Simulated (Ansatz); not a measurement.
# Ta: the cost of one run

Method: DFT PBEsol, scalar-relativistic, in Ansatz 0.2.0.

## (1) Starting point

It takes space group Fm-3m (No. 225, cubic). The conventional cell has a = 4.220 Å, b = 4.220 Å, c = 4.220 Å, α = 90.00°, β = 90.00°, γ = 90.00°. Around Ta (site symmetry m-3m) lie 12 Ta at 2.98 Å.

Structure file:

```xyz
1
Lattice="0.0000 2.1100 2.1100 2.1100 0.0000 2.1100 2.1100 2.1100 0.0000" Properties=species:S:1:pos:R:3 pbc="T T T"
Ta    0.0000    0.0000    0.0000
```

## (2) After the deformation

Space group Fm-3m before, R-3m after.

## (3) All-electron LAPW

Input file input.yaml:

```yaml
crystal:
  lattice:
    - [-0.0422, 2.0889, 2.0889]
    - [2.0889, -0.0422, 2.0889]
    - [2.0889, 2.0889, -0.0422]
  atoms:
    - { symbol: Ta, position: [0.0, 0.0, 0.0] }
kpoints:
  mp_grid: { grid: [15, 15, 15] }
  band_path:
    path:
      - [0.0, 0.0, 0.0]
      - [0.5, 0.5, 0.5]
      - [0.2551801333, 0.5, 0.7448198667]
      - [-0.2551801333, 0.2551801333, 0.5]
      - [0.0, 0.0, 0.5]
      - [0.0, 0.0, 0.0]
      - [-0.3775900666, 0.0, 0.3775900666]
      - [0.0, 0.3775900666, 0.6224099334]
      - [0.0, 0.5, 0.5]
    npoints: 5
scf:
  occupations: { method: fermi_dirac, width: 0.08 }
hamiltonian:
  xc: pbesol
  pseudopotentials: { kind: all_electron, lapw: { basis_error: 0.0005 } }
output:
  forces: true
  stress: true
  eigenvalues: true
```

Launch:

```sh
$ ansatz run input.yaml --threads 1 --pin off --max-ram 3072MiB --backend cpu --events-out ev --progress --plain --runs-dir out
```

**Question.** How long does this run take on 1 thread of Intel Xeon Platinum 8488C (Sapphire Rapids), shared host, and how much memory does it need?

About 30 s, with a peak of 0.6 GiB.
